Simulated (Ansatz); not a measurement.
# PtSe2, space group P-3m1: a convergence test of the plane-wave cutoff

Computed with the Python package of Ansatz (0.2.0).

The cells in order, each with its output:

**Cell 1**
```python
import ansatz as az
import pandas as pd

lattice = az.Lattice.of(
    [3.724, 0.0, 0.0],
    [-1.862, 3.225079, 0.0],
    [0.0, 0.0, 5.062],
)
sites = [
    ('Pt', [0.0, 0.0, 0.0]),
    ('Se', [1 / 3, 2 / 3, 0.25]),
    ('Se', [2 / 3, 1 / 3, 0.75]),
]
xtal = az.Crystal(lattice=lattice)
for symbol, position in sites:
    xtal = xtal.atom(symbol, position)

xtal.resolved().sites[-1]
```
Output:
```text
Site(symbol='Se', position=(0.6666666666666666, 0.3333333333333333, 0.75), moment=None, axis=None, held=None, saved=None)
```

**Cell 2**
```python
calc = (
    xtal.calculation()
    .functional('pbe')
    .kpoints(9, 9, 6)
    .occupations(az.OccupationsMethod.FERMI_DIRAC, width=50 * az.meV)
    .stress()
)
```

**Cell 3**
```python
rows = []
for value in [250, 325, 400, 475, 550]:
    rep = calc.basis(value).run().report
    rows.append((value, rep['free_energy_ev'] / len(rep['lattice']['sites']), rep['n_iterations'], sum(rep['stress_gpa'][i][i] for i in range(3)) / 3, rep['n_pw']))
```
Output:
```text
DeckWarning: basis.ecutwfc = 250 eV is below the records' recommended 420 eV, and the density's cutoff is lower with it unless basis.ecutrho_ratio is high enough to keep the records' density cutoff: compare with a run at a higher cutoff
DeckWarning: basis.ecutwfc = 325 eV is below the records' recommended 420 eV, and the density's cutoff is lower with it unless basis.ecutrho_ratio is high enough to keep the records' density cutoff: compare with a run at a higher cutoff
DeckWarning: basis.ecutwfc = 400 eV is below the records' recommended 420 eV, and the density's cutoff is lower with it unless basis.ecutrho_ratio is high enough to keep the records' density cutoff: compare with a run at a higher cutoff
```

**Cell 4**
```python
table = pd.DataFrame(rows, columns=['cutoff (eV)', 'F/atom (eV)', 'iterations', 'P (GPa)', 'plane waves'])
table.round(5)
```
Output:
```text
   cutoff (eV)  F/atom (eV)  iterations  P (GPa)  plane waves
0          250  -7819.96931           7  7.23137          553
1          325  -7820.73398           6  7.34986          795
2          400  -7820.75160           6  7.31268         1121
3          475  -7820.75267           6  7.30718         1421
4          550  -7820.75313           6  7.30472         1765
```

**Cell 5**
```python
# differences from the last row
for row in rows[:-1]:
    shift = 1000 * (row[1] - rows[-1][1])
    print(f'{row[0]}: {shift:+.2f} meV/atom' + ('  (within 2 meV)' if abs(shift) < 2 else ''))
```
Output:
```text
250: +783.82 meV/atom
325: +19.15 meV/atom
400: +1.53 meV/atom  (within 2 meV)
475: +0.46 meV/atom  (within 2 meV)
```

From 400 eV on it stays within 2 meV an atom of the value at 550 eV; the first row (250 eV) is off by 783.8 meV and the last but one by 0.46 meV. The energy falls steadily, as expected when plane waves are added. The pressure moves from 7.23 to 7.30 GPa (the program's stress holds a Pulay correction, so it settles early). The last run costs about 2.4 times the first.

Notes:
- For a metal this k-point mesh is coarse: on a finer one energies can move by several to tens of meV an atom and pressures by half a GPa or more, differences at one mesh by less.
- Of the deposited cell: the entry's cell lengths or inner coordinates differ somewhat from later room-temperature determinations.
- Pressure is positive in compression.
- Spin-orbit coupling, which matters for elements this heavy, is left out.
- The structure is a deposited one; some such entries were measured under pressure or heat, so a shift against it needn't be the functional's error alone.
- Warnings are shown shortened and without file and line.
- Shifts are counted from the last row, which is itself no proven limit.
- Finished in 25 s on 1 thread of Arm Neoverse V1, on a shared host, peak memory 0.53 GiB.
